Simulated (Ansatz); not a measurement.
# SbPb: the cost of one run

Method: DFT PBEsol, scalar-relativistic, plane waves, PAW, in Ansatz 0.2.0.

1 further run of the same task is left out (it didn't finish).

## (1) The system as given

Symmetry: Cmmm, No. 65, orthorhombic system. The conventional cell has a = 4.152 Å, b = 5.361 Å, c = 5.453 Å, α = 90.00°, β = 90.00°, γ = 90.00°. Around Sb (site symmetry mmm) lie 4 Sb at 3.39 Å and 8 Pb at 3.43 to 3.82 Å. Around Pb (site symmetry mmm) lie 4 Pb at 3.39 Å and 8 Sb at 3.43 to 3.82 Å.

Structure file:

```
CELL_PARAMETERS angstrom
2.07582 -2.68033 0.00000
2.07582 2.68033 0.00000
0.00000 0.00000 5.45348
ATOMIC_POSITIONS crystal
Sb 0.50000 0.50000 0.50000
Pb 0.00000 0.00000 0.00000
```

It goes back to an entry of the Materials Project, which need not be the stable form.

No relaxation comes first: the listed cell is the starting point.

## (2) Zero of the scan

Input file input.yaml:

```yaml
crystal:
  lattice:
    - [2.075821, -2.680329, 0.0]
    - [2.075821, 2.680329, 0.0]
    - [0.0, 0.0, 5.453475]
  atoms:
    - { symbol: Sb, position: [0.5, 0.5, 0.5] }
    - { symbol: Pb, position: [0.0, 0.0, 0.0] }
basis:
  ecutwfc: 420
kpoints:
  mp_grid: { grid: [14, 14, 10] }
hamiltonian:
  xc: pbesol
scf:
  occupations: { method: gaussian, width: 0.15 }
output:
  forces: true
  stress: true
  eigenvalues: true
```

Launch:

```console
> ansatz run input.yaml --threads 1 --pin off --max-ram 1228MiB --backend cpu --events-out ev --progress --plain --runs-dir out
```

What time and memory should one allow on 1 thread of an Arm CPU, shared host?

About 22 s, with a peak of 0.56 GiB.
